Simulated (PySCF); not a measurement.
**[Tb(NH2)3]+: other functionals and bases at one geometry**

The task here is to estimate one member of a computed series from the others.

The runs use PySCF 2.14.0; several levels, as the steps say, no spin–orbit coupling.

1 further run of the same task is left out (for a known fault of the program).

### The system as given

10 atoms, charge 1, spin multiplicity 1.

Bond lengths: Tb1–N2 2.039 Å, Tb1–H3 2.770 Å, Tb1–H4 2.770 Å, Tb1–N5 2.039 Å, Tb1–H6 2.769 Å, Tb1–H7 2.773 Å, Tb1–N8 2.038 Å, Tb1–H9 2.772 Å, Tb1–H10 2.767 Å, N2–H3 1.024 Å, N2–H4 1.023 Å, N5–H6 1.024 Å, N5–H7 1.023 Å, N8–H9 1.023 Å, N8–H10 1.023 Å. Angles: N2–Tb1–H3 17.3°, N2–Tb1–H4 17.3°, N2–Tb1–N5 113.3°, N2–Tb1–H6 128.6°, N2–Tb1–H7 97.2°, N2–Tb1–N8 113.2°, N2–Tb1–H9 128.1°, N2–Tb1–H10 97.0°, H3–Tb1–H4 34.6°, H3–Tb1–N5 97.2°, H3–Tb1–H6 113.5°, H3–Tb1–H7 80.6°, H3–Tb1–N8 128.3°, H3–Tb1–H9 141.0°, H3–Tb1–H10 113.2°, H4–Tb1–N5 128.3°, H4–Tb1–H6 141.2°, H4–Tb1–H7 113.3° and more.

As a file:

```xyz
10

Tb    0.05764   -0.04432    0.59665
N     1.96213   -0.00809   -0.13000
H     2.52435    0.82757   -0.31281
H     2.50408   -0.81509   -0.44990
N    -0.95845    1.69635    0.28751
H    -1.97407    1.79549    0.20638
H    -0.54933    2.61898    0.11795
N    -0.98501   -1.70158    0.03044
H    -1.99966   -1.77500   -0.08025
H    -0.58169   -2.59430   -0.26598
```

Formal oxidation states: Tb +4. Each metal's 7 4f electrons lie in its core potential, so multiplicities, spins and levels count the valence alone. An earlier session relaxed this geometry at PBE0, Tb lcecp-2-SVP with ECP53, N def2-SVP, H def2-SVP (singlet, point group C3v).

At PBE0 on the finer grid: E = -210.770190 Eh, frontier levels not given, since the 4f levels lie in the core, Mulliken charge on Tb1 +1.25 e, largest force component 0.012 eV/Å. 

Levels to run: BLYP; r2SCAN; PBE0, TZVP. Hardware: 2 threads of Arm Neoverse V1, shared host.

The first run:

File run.py (the lines that set the calculation):

```python
mol = gto.M(atom='''
Tb     0.05764    -0.04432     0.59665
N      1.96213    -0.00809    -0.13000
H      2.52435     0.82757    -0.31281
H      2.50408    -0.81509    -0.44990
N     -0.95845     1.69635     0.28751
H     -1.97407     1.79549     0.20638
H     -0.54933     2.61898     0.11795
N     -0.98501    -1.70158     0.03044
H     -1.99966    -1.77500    -0.08025
H     -0.58169    -2.59430    -0.26598''',
    basis={'Tb': 'lcecp-2-SVP', 'N': 'def2-SVP', 'H': 'def2-SVP'},
    ecp={'Tb': 'lcecp-2-SVP'},
    charge=1, spin=0)
mf = dft.RKS(mol, xc='BLYP')
mf.grids.atom_grid = (75, 302)  # f atoms: unpruned, at least (60, 302)
mf = mf.density_fit()  # fitting sets: Tb AutoAux, N def2-universal-JKFIT, H def2-universal-JKFIT
mf.conv_tol = 1e-08; mf.max_cycle = 55
mf.kernel(dm0)  # dm0: the density of the relaxed state
```

Run with:

```sh
OMP_NUM_THREADS=2 python run.py
```

Among the steps run: BLYP; r2SCAN; PBE0, TZVP.

One of the session's tables, all rows but one given; the rest of the session is left out.

```
              level  charge on Tb1 (e)  dipole (D)  largest force component (eV/Å)
PBE0 (relaxed here)               1.25        0.93                            0.01
               BLYP               1.00        0.71                            0.71
             r2SCAN                  ?           ?                               ?
         PBE0, TZVP               1.73        1.04                            0.47
```

Estimate the missing values for r2SCAN.

The run gave: charge on Tb1 (e): 1.20; dipole (D): 0.87; largest force component (eV/Å): 0.26. In the column «charge on Tb1 (e)» it lies between BLYP (1.00) and PBE0 (relaxed here) (1.25).

The dipole of a charged species depends on the origin, so these sizes hold for this origin alone.

The largest leftover force, 0.71 eV/Å with BLYP, stands at a geometry relaxed at another level. With 4f in the core, its levels are missing from HOMO and gap, and its count is fixed, so no charge can pass from the ligands into it. Total energies of different levels can't be compared.
